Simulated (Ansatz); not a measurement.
# WF (quartet): from Hartree-Fock to the top rungs, def2-QZVPP

The task here is to estimate one member of a computed series from the others.

The runs use Ansatz 0.2.0, Gaussian basis; def2-QZVPP, core rule «outside noble gas», up to 5 orbitals frozen.

Plan: UHF; ROHF; CCSD(T) on UHF.

**What is computed**

The geometry is a PBE0/def2-TZVP stationary point (not a proven minimum). No spin-orbit coupling is included. Elements past krypton take def2 core potentials.

2 atoms, charge 0, spin multiplicity 4.

Atoms are counted from 1 here; the program's logs count them from 0.

Bond lengths: W1–F2 1.838 Å.

Set-up of the first run:

in.yaml reads:

```yaml
crystal:
  periodic: [false, false, false]
  atoms:
    - {symbol: W, position_ang: [0.000000, 0.000000, 0.000000]}
    - {symbol: F, position_ang: [0.000000, 0.000000, 1.838237]}
basis:
  gaussian: {orbitals: "def2-QZVPP.json"}
magnetization: {spin_polarized: true, initial_magnetization: 3}
hamiltonian: {xc: hf}
output: {orbitals: {seedname: orbitals}}
```

The run is started by

```sh
ansatz run in.yaml --threads 1 --pin off --events-out ev --progress --plain --max-ram 4096MiB --backend cpu
```

Among the steps run: UHF; ROHF; CCSD(T) on UHF.

One of the session's tables, all rows but one given; the rest of the session is left out.

| method | from UCCSD(T) (kcal/mol) |
| --- | --- |
| ROHF | +277.09 |
| UHF | +264.61 |
| UMP2 | +19.67 |
| UCCSD | ? |
| UCCSD(T) | 0 |

**Question.** Estimate the row for UCCSD.

As computed: from UCCSD(T) (kcal/mol): +11.77. In the column «from UCCSD(T) (kcal/mol)» it lies between UCCSD(T) (0) and UMP2 (+19.67).

To keep in mind: The determinant is far from a pure spin state, so its energy mixes those of several spin states (harmless only where they are near-degenerate, as at dissociation). Warnings: spin contamination; coupled cluster took another determinant than the lowest.
